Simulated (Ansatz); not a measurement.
This was printed by a script on Ansatz 0.2.0, Python API, for a comparison of functionals at one structure of BaZrO3, space group Pm-3m. What did the script look like? Settings (first run): RPBE, PAW, cutoff 530 eV, 3×3×3 k-points, fixed occupations. The script varies functional: rpbe, lda, r2scan, revpbe.

```yaml
crystal:
  lattice:
    - [4.19134, 0.00000, 0.00000]
    - [0.00000, 4.19134, 0.00000]
    - [0.00000, 0.00000, 4.19134]
  atoms:
    - { symbol: Ba, position: [0.00000, 0.00000, 0.00000] }
    - { symbol: Zr, position: [0.50000, 0.50000, 0.50000] }
    - { symbol: O, position: [0.00000, 0.50000, 0.50000] }
    - { symbol: O, position: [0.50000, 0.00000, 0.50000] }
    - { symbol: O, position: [0.50000, 0.50000, 0.00000] }
```

`python xc_bazro3.py` gives:
```text
  functional   F/atom (eV)    iterations  gap by band count (eV)      k-points
        rpbe   -2373.21232             6                   3.452             4
         lda   -2306.46162             6                   3.290             4
      r2scan   -2375.07180             6                   3.944             4
      revpbe   -2371.98406             6                   3.438             4
```

One script that gives this output:

Script `xc_bazro3.py`:
```python
"""One structure of BaZrO3 under several functionals."""

import ansatz as az
from ase import Atoms

atoms = Atoms(
    ["Ba", "Zr", "O", "O", "O"],
    scaled_positions=[
        (0.0, 0.0, 0.0),
        (0.5, 0.5, 0.5),
        (0.0, 0.5, 0.5),
        (0.5, 0.0, 0.5),
        (0.5, 0.5, 0.0),
    ],
    cell=[
        (4.19134, 0.0, 0.0),
        (0.0, 4.19134, 0.0),
        (0.0, 0.0, 4.19134),
    ],
    pbc=True,
)
xtal = az.Crystal.from_ase(atoms)

job = (
    xtal.calculation()
    .basis(530, density_ratio=8)
    .accuracy("medium")
    .kpoints(3, 3, 3)
    .occupations(az.OccupationsMethod.FIXED)
    .scf(tolerance=1e-06, lower_state_search="light")
    .band_table()
)

rows = []
for value in ["rpbe", "lda", "r2scan", "revpbe"]:
    r = job.functional(value).run(threads=1).report
    rows.append((value, r["free_energy_ev"] / len(r["lattice"]["sites"]), r["n_iterations"], r["gap_by_band_count_ev"], r["n_kpoints"]))

print("  functional   F/atom (eV)    iterations  gap by band count (eV)      k-points")
for row in rows:
    print(f"{str(row[0]):>12s}  {row[1]:12.5f}  {row[2]:12d}  {row[3]:22.3f}  {row[4]:12d}")
```

Caveats:
- The run is spin-unpolarised.
- Along an axis with an odd division the mesh misses the point at one half; a gap read on a finite mesh is an upper bound on this functional's gap.
- Semilocal gaps usually lie well under measured ones.
- Energy and stress may still move on a finer k-point mesh.
- The starting cell is as deposited in a crystallographic database; the results hold for this polymorph, which needn't be the stable one.
- Gaps and levels are Kohn-Sham values on a finite set of k-points, without spin-orbit coupling.
- Total energies of different functionals can't be compared; pressures, moments and gaps at this one structure can.
- The whole script took 8.5 s on 1 thread of Intel(R) Xeon(R) Processor @ 2.30GHz, with other jobs on the host, peak memory 0.81 GiB.
